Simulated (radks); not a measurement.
# Fractional charge and spin in the 3d shell of scandium

One table from this session's results is given with a row withheld; the runs are named, their logs left out.

Method: scalar-relativistic Kohn-Sham, PBE, spin-polarised, spherical densities, finite nucleus. Code: radks (a radial shooting solver on a logarithmic mesh, Libxc functionals) version 1.

## What is computed

* element: scandium (Z = 21)
* configuration: [Ar] 4s(up 0.5, down 0.5) 3d(up 1, down 1)
* nuclear rms radius: 3.5459 fm

A shell typed twice in an input gives spin up, then spin down.

The first run:

Input:

```text
Z 21
configuration [Ar] 4s0.5 4s0.5 3d1 3d1
relativity scalar-relativistic
functional pbe,pbe
spin polarised
nucleus finite rms 3.5459 fm
c 137.035999084
```

Steps of the session up to this table: 3d: up 1, down 1.

One of the session's tables, all rows but one given; the rest of the session is left out.

It belongs to the step «3d: up 1, down 1». From the orbitals of this run (lengths in bohr):

```
level      <r>  outermost maximum (interpolated)  90 % within  nodes
   1s  0.07304                            0.0478        0.130      0
   2s   0.3434                             0.284        0.534      1
   2p   0.3076                             0.232        0.507      0
   3s    1.082                             0.929         1.62      2
   3p    1.183                             0.973         1.83      1
   4s    3.957                              3.26         6.01      3
   3d        ?                                 ?            ?      ?
```

Q: Estimate the row for 3d from the others.

As computed: <r>: 2.381; outermost maximum (interpolated): 1.15; 90 % within: 4.60; nodes: 0. In the column «<r>» it lies between 3p (1.183) and 4s (3.957).
